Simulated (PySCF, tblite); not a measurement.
# C6H10F radical: geometry, infrared bands and EPR parameters

Wanted: the infrared bands and EPR parameters of C6H10F radical (`C[C@@H]1CC[C]1CF`), by calculation.

Programs: tblite 0.8.0 and PySCF 2.14.0, with density-fitted response routines of our own. Each step states its level of theory. These are calculated values for one molecule in the gas phase, unless marked as measured. Atoms count from 0, in the outputs and in this text.

**1. Starting geometry**

17 atoms, charge 0, multiplicity 2; geometry from: force field or distance geometry start.

Bonds of the start (Å): C0–C1 1.49, C1–C2 1.50, C2–C3 1.52, C3–C4 1.53, C4–C5 1.49, C5–F6 1.39, C4–C1 1.53, C0–H7 1.13, C0–H8 1.09, C0–H9 1.12, C1–H10 1.13, C2–H11 1.12, C2–H12 1.12, C3–H13 1.09, C3–H14 1.11, C5–H15 1.11, C5–H16 1.12.

**2. Relaxing the molecule with GFN2-xTB**

What the job is given:

```
{"job": {"kind": "relax", "xc": "GFN2-xTB", "basis": "xTB"}, "charge": 0, "multiplicity": 2}
C     -0.956600    -1.598600    -0.379100
C     -0.669900    -0.238600     0.150800
C     -1.104200     0.944200    -0.668300
C      0.167700     1.607400    -0.172400
C      0.740100     0.191400    -0.268000
C      1.818000    -0.144600     0.707000
F      2.198900    -1.454200     0.430000
H     -1.037300    -2.270800     0.523900
H     -0.129600    -1.936300    -1.009400
H     -1.934200    -1.667500    -0.919800
H     -0.828200    -0.093700     1.257700
H     -1.077300     0.672300    -1.758100
H     -2.043400     1.437500    -0.321300
H      0.635800     2.313600    -0.854900
H      0.019700     1.929400     0.877300
H      2.740500     0.465900     0.625800
H      1.453000    -0.145300     1.768900
```

On the command line:

```sh
OMP_NUM_THREADS=1 python probes_run.py task.json out
```

This one command runs all jobs of the session in turn.

**Question.** This job is followed by: GFN2-xTB harmonic vibrations, gas phase; UKS B3LYP, pcH-1 on C F H, non-relativistic, mean-field spin-orbit, GIAO. What will the session give for the following? strongest single infrared mode (GFN2-xTB); zero-point energy (GFN2-xTB); g(iso) (B3LYP); ⟨S²⟩; largest a(iso) (averaged by class); potential on the surface of density 0.002 e/bohr³, 1st and 99th percentile.

**Answer**, as computed:

| quantity | value |
| --- | --- |
| strongest single infrared mode (GFN2-xTB) | 819 cm⁻¹, 89 km/mol |
| zero-point energy (GFN2-xTB) | 89.4 kcal/mol |
| g(iso) (B3LYP) | 2.00237 |
| ⟨S²⟩ | 0.754 (exact 0.75) |
| largest a(iso) (averaged by class) | 19F on F6, 339.8 MHz |
| potential on the surface of density 0.002 e/bohr³, 1st and 99th percentile | -1.27 V and 0.78 V |

Over 111 steps the energy fell by 1.481 eV; of the close pairs, C1–C2 changed most, 1.503 to 1.547 Å. No mode is imaginary among the 45: a minimum at this level. The strongest single mode, at 819 cm⁻¹, moves mainly C5 and F6. GFN2-xTB is a fitted tight-binding method: band positions and strengths are rough. Its intensities can rank the bands wrongly. Most of the unpaired spin sits on C4 (0.94 e). The isotropic g lies 0.1 ppt above the free-electron value. The conformer search found further structures of the same energy, which may be mirror or relabelled copies of this one.
